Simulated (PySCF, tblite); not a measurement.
# C4H4O4Si: geometry, infrared bands and NMR shifts

What infrared bands and NMR shifts should C4H4O4Si (`C=C[SiH]1OC(=O)C(=O)O1`) show?

Programs: tblite 0.8.0 and PySCF 2.14.0, with density-fitted response routines of our own. Each step states its level of theory. These are calculated values for one molecule in the gas phase, unless marked as measured. Atoms count from 0, in the outputs and in this text.

**1. Starting geometry**

13 atoms, charge 0, multiplicity 1; geometry from: force field or distance geometry start.

Bonds of the start (Å): C0–C1 1.31, C1–Si2 1.83, Si2–O3 1.76, O3–C4 1.37, C4–O5 1.28, C4–C6 1.42, C6–O7 1.28, C6–O8 1.38, O8–Si2 1.74, C0–H9 1.11, C0–H10 1.10, C1–H11 1.11, Si2–H12 1.47.

**2. Geometry optimisation with GFN2-xTB**

The job: settings as JSON, then the geometry in Å.

```
{"job": {"kind": "relax", "xc": "GFN2-xTB", "basis": "xTB"}, "charge": 0, "multiplicity": 1}
C     -2.444400     0.391700    -0.289500
C     -1.785100    -0.611800     0.232800
Si     0.023100    -0.692200     0.480500
O      0.732800     0.855500     0.934300
C      1.933300     0.877800     0.277200
O      2.858700     1.697600     0.600200
C      2.045600    -0.045700    -0.796800
O      3.090800    -0.163000    -1.528600
O      0.938500    -0.843700    -0.988900
H     -3.552800     0.360600    -0.392800
H     -1.907900     1.287800    -0.631800
H     -2.390000    -1.481600     0.564400
H      0.453000    -1.632500     1.521300
```

Started as:

```bash
> OMP_NUM_THREADS=1 python probes_run.py task.json out
```

The driver reads the jobs from task.json and runs them one after another.

**Question.** This job is followed by: GFN2-xTB harmonic vibrations, gas phase; GIAO PBE0/pcSseg-1 NMR shielding, non-relativistic, gas phase. Predict these results of the whole session: strongest single infrared mode (GFN2-xTB); zero-point energy (GFN2-xTB); ¹³C shifts against TMS (PBE0/pcSseg-1, means over atoms taken as alike); ¹H shifts against TMS (PBE0/pcSseg-1); ²⁹Si shifts against TMS (PBE0/pcSseg-1); ¹⁷O shifts against H2O (PBE0/pcSseg-1, means over atoms taken as alike).

As calculated:

| quantity | value |
| --- | --- |
| strongest single infrared mode (GFN2-xTB) | 1849 cm⁻¹, 750 km/mol |
| zero-point energy (GFN2-xTB) | 48.4 kcal/mol |
| ¹³C shifts against TMS (PBE0/pcSseg-1, means over atoms taken as alike) | 156.8, 151.5, 134.2 ppm |
| ¹H shifts against TMS (PBE0/pcSseg-1) | 6.95, 6.72, 6.28, 5.57 ppm |
| ²⁹Si shifts against TMS (PBE0/pcSseg-1) | -13.5 ppm |
| ¹⁷O shifts against H2O (PBE0/pcSseg-1, means over atoms taken as alike) | 470.4, 206.5 ppm |

Over 113 steps the energy fell by 1.189 eV; of the close pairs, C4–C6 changed most, 1.421 to 1.543 Å. All 33 modes are real, so the xTB geometry is a minimum. The strongest single mode, at 1849 cm⁻¹, is carried by C4, C6, O5, O7. Unscaled tight-binding wavenumbers are off by several per cent, some by more. Its intensities can rank the bands wrongly. At PBE0/pcSseg-1: The largest span, 764 ppm, is at O5, O7, where the paramagnetic term is -529 ppm.
